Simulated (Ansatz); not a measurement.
Crystal: CsLiCr2Te2S3.

```
Cs Li Cr Te S
1.0
     3.31929    1.91639    6.87982
    -3.31929    1.91639    6.87982
     0.00000   -3.83279    6.87982
Cs Li Cr Te S
1 1 2 2 3
Direct
  0.00000 0.00000 0.00000
  0.50000 0.50000 0.50000
  0.79848 0.79848 0.79848
  0.20152 0.20152 0.20152
  0.67990 0.67990 0.67990
  0.32010 0.32010 0.32010
  0.13626 0.86374 0.50000
  0.50000 0.13626 0.86374
  0.86374 0.50000 0.13626
```

The cell was built by a generator and needn't be a form met in nature.

Base run:

| Item | Value |
| --- | --- |
| Program | Ansatz 0.2.0 |
| Functional | PBE |
| Potentials or basis | Ansatz PAW |
| Cutoff | 420 eV |
| Density cutoff | 1680 eV |
| k mesh | 5 × 5 × 5 |
| Occupations | fermi-dirac, width 0.05 eV |
| Spin | collinear spin, ferromagnetic start |
| Starting moments | [0.0, 0.0, 3.0, 3.0, 0.0, 0.0, 0.0, 0.0, 0.0] μB |
| Hubbard terms | Cr d U = 2 eV |

Its results: band gap on the k mesh none (metal or under the smearing width); pressure 1.6 GPa; net moment 4.05 μB per cell; site moments Cs -0.03; Li +0.00; Cr +2.55; Te -0.27; S -0.15 μB; largest force 0.645 eV/Å.

Q: The run is repeated on the same cell with these changes: hubbard terms from Cr d U = 2 eV to Cr d U = 4 eV. What comes out?

A: Band gap on the k mesh none (metal or under the smearing width); pressure 3.4 GPa; net moment 4.23 μB per cell; site moments Cs -0.03; Li -0.01; Cr +2.93; Te -0.33; S -0.24 μB; largest force 1.379 eV/Å.

Caveats: the magnetic or orbital state may not be the lowest; only a ferromagnetic start was run, and an antiferromagnetic order may lie lower in energy; forces of over 1 eV/Å show positions far from the minimum, so gaps and moduli don't describe the material at rest (some runs).

Not every run made on this cell is shown here.
